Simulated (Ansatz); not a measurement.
# CH3In + H2S: a complex and its separated parts

Aim: how far the complex at one end of a reaction step lies below its separated, relaxed parts, level by level.

Method: PBE0-D4/def2-TZVP structures, single points in def2-TZVPP, no counterpoise correction; program: Ansatz 0.2.0, Gaussian basis.

Levels: SPW92, PBE-D4, BLYP-D4, r2SCAN-D4, B97M-V, PBE0-D4, B3LYP-D4, r2SCAN0-D4, BHLYP-D4, CAM-B3LYP-D4, wB97X-V, wB97M-V, B2PLYP, PBE-QIDH, RPA on PBE, Hartree-Fock, MP2, CCSD, CCSD(T).

Cores are frozen in the correlated methods. Filled d shells of the heavier atoms are correlated. Core potentials replace the inner electrons past krypton, and spin-orbit coupling is left out. B3LYP uses VWN-RPA correlation. B2PLYP carries no dispersion term here.

50 further runs of the same task are left out: 50 set aside as unsound or not needed. Runs told in other sessions of the task aren't counted.

## Step 1: The starting structure

The complex: 8 atoms, charge 0, spin multiplicity 1.

Atoms are counted from 1 here; the program's logs count them from 0.

Bond lengths: In1–C4 2.257 Å, S2–H3 1.342 Å, S2–H5 1.342 Å, C4–H6 1.096 Å, C4–H7 1.097 Å, C4–H8 1.095 Å. Angles: H3–S2–H5 93.2°, In1–C4–H6 112.4°, In1–C4–H7 110.9°, In1–C4–H8 110.8°, H6–C4–H7 107.7°, H6–C4–H8 107.5°, H7–C4–H8 107.3°.

As a file:

```
atom     x (Å)     y (Å)     z (Å)
 In1  -1.91010  -0.43132  -0.21650
  S2   0.86889  -0.97007  -1.70324
  H3   0.62609  -0.46440  -2.92230
  C4  -0.43183   0.31581   1.31691
  H5   1.37232   0.18563  -1.24251
  H6   0.34515  -0.42369   1.54191
  H7   0.06669   1.22870   0.96828
  H8  -0.93710   0.55935   2.25744
```

Its parts: CH3In holds atoms 1, 4, 6, 7, 8; H2S holds atoms 2, 3, 5. Each part counts its atoms afresh in its own runs.

## Step 2: Relaxing CH3In alone

File relax-a/in.yaml:

```yaml
crystal:
  periodic: [false, false, false]
  atoms:
    - {symbol: In, position_ang: [-1.910098, -0.431321, -0.216501]}
    - {symbol: C, position_ang: [-0.431833, 0.315812, 1.316912]}
    - {symbol: H, position_ang: [0.345146, -0.423689, 1.541914]}
    - {symbol: H, position_ang: [0.066689, 1.228695, 0.968279]}
    - {symbol: H, position_ang: [-0.937100, 0.559347, 2.257444]}
basis:
  gaussian: {orbitals: def2-TZVP}
hamiltonian: {xc: pbe0, dispersion: d4}
relax: {f_tol: 0.005, max_steps: 200}
```

Command:

```sh
ansatz run in.yaml --threads 4 --pin off --events-out ev --progress --plain --max-ram 9574MiB
```

The runs that follow: Relaxing H2S alone; SPW92/def2-TZVPP; PBE-D4/def2-TZVPP; BLYP-D4/def2-TZVPP; r2SCAN-D4/def2-TZVPP; B97M-V/def2-TZVPP; PBE0-D4/def2-TZVPP; B3LYP-D4/def2-TZVPP; r2SCAN0-D4/def2-TZVPP; BHLYP-D4/def2-TZVPP; CAM-B3LYP-D4/def2-TZVPP; wB97X-V/def2-TZVPP; wB97M-V/def2-TZVPP; B2PLYP/def2-TZVPP; PBE-QIDH/def2-TZVPP; RPA on PBE/def2-TZVPP; CCSD(T)/def2-TZVPP; Vibrations of CH3In; Vibrations of H2S.

Q: Predict the outcome of this session. Wanted: complex less parts, CCSD(T)/def2-TZVPP; with zero-point energy; largest T1 diagnostic.

As calculated:

| quantity | value |
| --- | --- |
| complex less parts, CCSD(T)/def2-TZVPP | -4.0 kcal/mol |
| with zero-point energy | -2.8 kcal/mol |
| largest T1 diagnostic | 0.015 |

What this shows: At CCSD(T) the complex lies 4.0 kcal/mol below its parts. PBE-QIDH is the best functional here (-0.3 kcal/mol from CCSD(T)); SPW92 is the worst (-4.3 kcal/mol). By rung, the mean size of the error is: LDA 4.3, GGA 1.8, meta-GGA 1.1, hybrid 1.4, range-separated hybrid 0.7, double hybrid 0.6 kcal/mol. The double hybrids carry no dispersion term here, unlike the levels marked D4 or V. PBE-D4 gives a relative energy 2.1 kcal/mol too low, outside chemical accuracy (1 kcal/mol). No counterpoise was applied, and triple zeta lacks some correlation, so the CCSD(T) reference has a basis error of its own, and close matches with it are partly luck.
